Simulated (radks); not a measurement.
# Ionisation of Tb⁺: one atom, several choices of exchange strength α

One table from this session's results is given with a row withheld; the runs are named, their logs left out.

Program: radks (a radial shooting solver on a logarithmic mesh, Libxc functionals) version 1. Level of theory: Dirac Kohn-Sham, spin-unpolarised, spherical densities, finite nucleus; open shells are shared between the two j in proportion to 2j + 1. These are calculated values, not measurements, unless marked.

### The system

| Property | Result |
| --- | --- |
| element | terbium (Z = 65) |
| charge | +1 |
| electrons | 64 |
| configuration | [Xe] 4f9 6s1 |
| ion | Tb²⁺, [Xe] 4f9 |
| choices | α = 0.571; α = 0.632; α = 0.667; α = 0.738; α = 0.971; α = 0.992 |

Outer shells as boxes (Hund's rule):

Tb⁺
```
[Xe] core
4f [↑↓][↑↓][↑ ][↑ ][↑ ][↑ ][↑ ]
6s [↑ ]
```

Tb²⁺
```
[Xe] core
4f [↑↓][↑↓][↑ ][↑ ][↑ ][↑ ][↑ ]
```

Set-up of the first run:

Input:

```text
Z 65
configuration [Xe] 4f9 6s1
relativity Dirac
functional xalpha 0.571
spin unpolarised
j_filling average
nucleus finite rms 5.06 fm
c 137.035999084
```

Among the steps run: α = 0.571: Tb⁺.

One of the session's tables, all rows but one given; the rest of the session is left out.

It belongs to the step «α = 0.571: Tb⁺». From the orbitals of this run (lengths in bohr):

| level | <r> | outermost maximum (interpolated) | 90 % within | nodes |
| --- | --- | --- | --- | --- |
| 4d3/2 | 0.6204 | 0.544 | 0.934 | 1 |
| 4d5/2 | 0.6314 | 0.552 | 0.951 | 1 |
| 5s1/2 | 1.333 | 1.19 | 1.93 | 4 |
| 5p1/2 | 1.513 | 1.30 | 2.23 | 3 |
| 5p3/2 | 1.622 | 1.38 | 2.40 | 3 |
| 6s1/2 | 3.875 | 3.35 | 5.67 | 5 |
| 4f5/2 | 0.9248 | 0.556 | 1.64 | 0 |
| 4f7/2 | ? | ? | ? | ? |

**Question.** Estimate the row for 4f7/2.

**Answer.** <r>: 0.9506; outermost maximum (interpolated): 0.561; 90 % within: 1.70; nodes: 0. In the column «<r>» it lies between 4f5/2 (0.9248) and 5s1/2 (1.333).

Caveats from the session: Spin polarisation and multiplet splitting are left out, so open shells lie too high by an amount that depends on their filling.
